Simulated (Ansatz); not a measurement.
**GeAsH₄+ (triplet): from Hartree-Fock to the top rungs, cc-pVDZ**

Aim: climb from Hartree-Fock through coupled cluster for GeAsH₄+ (triplet) at one geometry and basis, and see what each rung misses.

The runs use Ansatz 0.2.0, Gaussian basis; cc-pVDZ, core rule «outside noble gas», up to 28 orbitals frozen.

The runs, in order: UHF; CCSD(T) on ROHF; CCSD(T) on UHF; BCCD(T) on ROHF; CISD; CCSDT(Q) on ROHF; CCSDT(Q) on UHF.

18 further runs of the same task are left out: 10 that didn't finish, 8 set aside as unsound or not needed.

## Step 1: The geometry

The geometry is a PBE0/def2-TZVP stationary point (not a proven minimum) of the parent state, kept for this charge and spin. No spin-orbit coupling is included. The filled d shell of Ge, As may be among the frozen orbitals whatever the setting's name suggests; the logs give the count.

6 atoms, charge 1, spin multiplicity 3.

Atoms are counted from 1 here; the program's logs count them from 0.

Bond lengths: Ge1–As2 2.420 Å, Ge1–H3 1.549 Å, Ge1–H4 1.550 Å, As2–H5 1.521 Å, As2–H6 1.521 Å. Angles: As2–Ge1–H3 108.8°, As2–Ge1–H4 108.8°, H3–Ge1–H4 107.8°, Ge1–As2–H5 94.1°, Ge1–As2–H6 94.1°, H5–As2–H6 92.9°.

As a file:

```
Ge   -0.06084   -0.00005    1.22172
As    0.06684    0.00024   -1.19531
H     0.67790    1.25077    1.76083
H     0.67481   -1.25324    1.75990
H    -0.96171   -1.10870   -1.35801
H    -0.97488    1.09656   -1.35996
```

## Step 2: UHF

in.yaml reads:

```yaml
crystal:
  periodic: [false, false, false]
  atoms:
    - {symbol: Ge, position_ang: [-0.060841, -0.000045, 1.221717]}
    - {symbol: As, position_ang: [0.066843, 0.000240, -1.195312]}
    - {symbol: H, position_ang: [0.677902, 1.250767, 1.760825]}
    - {symbol: H, position_ang: [0.674814, -1.253239, 1.759897]}
    - {symbol: H, position_ang: [-0.961710, -1.108698, -1.358010]}
    - {symbol: H, position_ang: [-0.974884, 1.096560, -1.359962]}
basis:
  gaussian: {orbitals: cc-pVDZ}
total_charge: 1
magnetization: {spin_polarized: true, initial_magnetization: 2}
hamiltonian: {xc: hf}
output: {orbitals: {seedname: orbitals}}
```

Launch:

```console
$ ansatz run in.yaml --threads 1 --pin off --events-out ev --progress --plain --max-ram 2393MiB
```

After this run come: CCSD(T) on ROHF; CCSD(T) on UHF; BCCD(T) on ROHF; CISD; CCSDT(Q) on ROHF; CCSDT(Q) on UHF.

Q: Predict the results of all the runs planned. Wanted: UCCSDT(Q) below the RHF energy; RMP2 from UCCSDT(Q); UMP2 from UCCSDT(Q); RCCSD from UCCSDT(Q); RCCSD(T) from UCCSDT(Q); UCCSD(T) from UCCSDT(Q); RCCSDT(Q) from UCCSDT(Q); T1 diagnostic.

The runs gave:

```
                         quantity                                value
   UCCSDT(Q) below the RHF energy                           -6.0526 eV
              RMP2 from UCCSDT(Q)                        +130.1 kJ/mol
              UMP2 from UCCSDT(Q)                        +128.8 kJ/mol
             RCCSD from UCCSDT(Q)                         +19.4 kJ/mol
          RCCSD(T) from UCCSDT(Q)                          +4.7 kJ/mol
          UCCSD(T) from UCCSDT(Q)                          +3.9 kJ/mol
         RCCSDT(Q) from UCCSDT(Q)                          +0.8 kJ/mol
levels within 1 kcal/mol (43 meV)  UCCSD(T), RCCSDT, UCCSDT, RCCSDT(Q)
                    T1 diagnostic                                0.026
```

What this shows: RCCSD(T) lands +4.7 kJ/mol from the yardstick (0.8 % of the correlation energy). These misses are within one basis, not against nature; the frozen cores of restricted and unrestricted runs differ, which can shift their rows.
